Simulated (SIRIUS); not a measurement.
GaGe: equation of state with PBE

The system is GaGe.

```xyz
2
Lattice="0.0000 2.8978 2.8978 2.8978 0.0000 2.8978 2.8978 2.8978 0.0000" Properties=species:S:1:pos:R:3 pbc="T T T"
Ge    0.0000    0.0000    0.0000
Ga    1.4489    1.4489    1.4489
```

The cell comes from a database or a generator and needn't be the stable form of this composition.

```yaml
Program: SIRIUS 7.10.0
Task: equation of state
Functional: PBE
Potentials_or_basis: PseudoDojo 0.4.1 PBE standard (scalar relativistic)
Cutoff: 1102 eV
Density_cutoff: 4408 eV
k_mesh: 8 × 8 × 8
Occupations: fermi-dirac, width 0.05 eV
Spin: no spin polarisation
Libxc_names: "[\"XC_GGA_X_PBE\", \"XC_GGA_C_PBE\"]"
Radial_cutoff_for_the_potentials'_integrals: 6.5 bohr
```

```yaml
Equilibrium_volume: 24.50 Å³/atom
Bulk_modulus: 48 GPa
Pressure_derivative_of_the_bulk_modulus: 4.7
```

Energy against volume, from the lowest point:
```
volume (Å³/atom)  energy (meV/atom)
          22.875              18.42
          23.361               8.59
          23.848               2.59
          24.335               0.00
          24.821               0.46
          25.308               3.63
          25.795               9.23
```

All runs of the series together: 11 min on 1 thread of Arm Neoverse N1 (shared host).
